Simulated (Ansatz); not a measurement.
## Sn, space group I4_1/amd: a phonon calculation by linear response, step by step

Program: Ansatz 0.2.0 through its Python package.

Notebook, run cell by cell (the value of a cell's last expression is shown):

In [1]:
```python
from pathlib import Path
import warnings

import ansatz
import numpy as np
```

In [2]:
```python
OCCUPATIONS = "Marzari-Vanderbilt"
WIDTH_EV = 0.1
XC = "PBEsol"
MESH = (12, 12, 12)
```

In [3]:
```python
warnings.simplefilter("ignore", ansatz.DeckWarning)

vectors = np.array([
    [-2.91964407, 2.91964407, 1.5938],
    [2.91964407, -2.91964407, 1.5938],
    [2.91964407, 2.91964407, -1.5938],
])
structure = (
    ansatz.Lattice.of(vectors)
    .atom("Sn", [0.0, 0.0, 0.0])
    .atom("Sn", [0.75, 0.25, 0.5])
)
```

In [4]:
```python
[site.symbol for site in structure.resolved().sites]
```
Out [4]:
```text
['Sn', 'Sn']
```

In [5]:
```python
model = (
    structure.calculation()
    .occupations(OCCUPATIONS, width=WIDTH_EV)  # fractional filling near the Fermi level
    .functional(XC)
    .kpoints(*MESH)  # the mesh must be finer for metals
    .phonons("dfpt", points=[(0, 0, 0), (0.5, 0.5, 0.5), (0, 0, 0.5)])
)
outcome = model.run(threads=1, runs_dir="runs")
ph = outcome.phonons
```

In [6]:
```python
for q in ph.qpoints:
    thz = np.asarray(q.omega_inv_cm) / 33.35641
    print("q = ({:.2f}, {:.2f}, {:.2f})".format(*q.q_frac), np.round(thz, 2) + 0.0, "THz")
```
```text
q = (0.00, 0.00, 0.00) [0.   0.   0.   1.16 3.9  3.9 ] THz
q = (0.50, 0.50, 0.50) [0.61 0.61 0.95 0.95 4.04 4.04] THz
q = (0.00, 0.00, 0.50) [0.77 0.77 3.15 3.15 3.23 3.23] THz
```

What to keep in mind:
- The cell isn't relaxed first, so the values belong to this volume.
- The structure is taken as given; imaginary modes can come from an unrelaxed or unstable start. Phonons of metals also depend on mesh and smearing.
- Wall time of the script: 3.8 min on 1 thread of Arm Neoverse V1, on a shared host, peak memory 1.5 GiB.
